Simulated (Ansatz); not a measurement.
# TiAl: stress in a strained cell

Aim: deform TiAl (equal xx and yy strain of +1 %) and compute stress, forces and field gradients with LAPW, PAW and all-electron datasets made for the crystal.

Method: DFT PBEsol, scalar-relativistic, in Ansatz 0.2.0.

## (1) Starting point

Symmetry: P4/mmm, No. 123, tetragonal system. The conventional cell has a = 2.837 Å, b = 2.837 Å, c = 4.059 Å, α = 90.00°, β = 90.00°, γ = 90.00°. Ti (site symmetry 4/mmm) is surrounded by 4 Ti at 2.84 Å and 8 Al at 2.85 Å. Around Al (site symmetry 4/mmm) lie 4 Al at 2.84 Å and 8 Ti at 2.85 Å.

Structure file:

```xyz
2
Lattice="2.8373 0.0000 0.0000 0.0000 2.8373 0.0000 0.0000 0.0000 4.0591" Properties=species:S:1:pos:R:3 pbc="T T T"
Ti    0.0000    0.0000    0.0000
Al    1.4186    1.4186    2.0295
```

Atoms are numbered in the order of the input: Ti1, Al2.

## (2) After the deformation

Space group P4/mmm before, P4/mmm after.

## (3) All-electron LAPW

File input.yaml:

```yaml
crystal:
  lattice:
    - [2.865673, 0.0, 0.0]
    - [0.0, 2.865673, 0.0]
    - [0.0, 0.0, 4.0591]
  atoms:
    - { symbol: Ti, position: [0.0, 0.0, 0.0] }
    - { symbol: Al, position: [0.5, 0.5, 0.5] }
kpoints:
  mp_grid: { grid: [12, 12, 8] }
  band_path:
    path:
      - [0.0, 0.0, 0.0]
      - [0.0, 0.5, 0.0]
      - [0.5, 0.5, 0.0]
      - [0.0, 0.0, 0.0]
      - [0.0, 0.0, 0.5]
      - [0.0, 0.5, 0.5]
      - [0.5, 0.5, 0.5]
      - [0.0, 0.0, 0.5]
      - [0.0, 0.5, 0.0]
    npoints: 5
scf:
  occupations: { method: fermi_dirac, width: 0.05 }
hamiltonian:
  xc: pbesol
  pseudopotentials: { kind: all_electron, lapw: { basis_error: 0.001 } }
output:
  forces: true
  stress: true
  eigenvalues: true
```

The run is started by

```bash
ansatz run input.yaml --threads 1 --pin off --max-ram 3072MiB --backend cpu --events-out ev --progress --plain --runs-dir out
```

## (4) PAW with frozen cores

File input.yaml:

```yaml
crystal:
  lattice:
    - [2.865673, 0.0, 0.0]
    - [0.0, 2.865673, 0.0]
    - [0.0, 0.0, 4.0591]
  atoms:
    - { symbol: Ti, position: [0.0, 0.0, 0.0] }
    - { symbol: Al, position: [0.5, 0.5, 0.5] }
kpoints:
  mp_grid: { grid: [12, 12, 8] }
scf:
  occupations: { method: fermi_dirac, width: 0.05 }
hamiltonian:
  xc: pbesol
  pseudopotentials: { kind: paw }
output:
  forces: true
  stress: true
  eigenvalues: true
  efg: { contact_densities: true }
```

## (5) All-electron PAW on datasets made for the crystal

input.yaml, as its differences from that of step 4:

```diff
@@ -14,3 +14,3 @@
   xc: pbesol
-  pseudopotentials: { kind: paw }
+  pseudopotentials: { kind: all_electron, datasets: crystal }
 output:
```

(Steps that only read results are left out.)

What does the calculation give? Wanted: pressure; largest shear or deviatoric stress.

The runs gave:

| quantity | value |
| --- | --- |
| pressure | LAPW -5.98, PAW -5.96, crystal datasets -5.98 GPa |
| largest shear or deviatoric stress (LAPW) | 0.92 GPa |

The largest part of the stress beyond the pressure is 0.92 GPa in size, in the zz component; the atoms are carried along and not relaxed. No run of the undeformed cell stands beside it, so the pressure holds what the given cell had before the change. PAW: stress within 0.03 GPa of LAPW. Crystal datasets: stress within 0.01 GPa of LAPW.
